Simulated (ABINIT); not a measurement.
Crystal: HfB.

```
Hf B
1.0
     0.00000    2.31000    2.31000
     2.31000    0.00000    2.31000
     2.31000    2.31000    0.00000
Hf B
1 1
Direct
  0.50000 0.50000 0.50000
  0.00000 0.00000 0.00000
```

Base run:

| Quantity | Value |
| --- | --- |
| Program | ABINIT 10.8.3 (patched build) |
| Functional | AM05 |
| Potentials or basis | JTH PAW PBE v2.0 |
| Cutoff | 626 eV |
| k mesh | 10 × 10 × 10 |
| Occupations | fermi-dirac, width 0.05 eV |
| Spin | no spin polarisation |

Its results: band gap on the k mesh none (metal or under the smearing width); pressure 23.6 GPa.

Problem. After a change of settings the same cell gave: band gap on the k mesh none (metal or under the smearing width); pressure 19.3 GPa. Which change was it?
A. functional from AM05 to SCAN
B. functional from AM05 to RPBE
C. functional from AM05 to WC
D. functional from AM05 to LDA

Solution. D.

LDA binds more tightly than AM05, so the same cell stands under less pressure.

Caveats: the PAW data sets were made with another functional, which shifts forces and pressure a little; spin-orbit coupling is left out, which moves the levels of the heavy elements.

Runs at the PBE level aren't shown here.
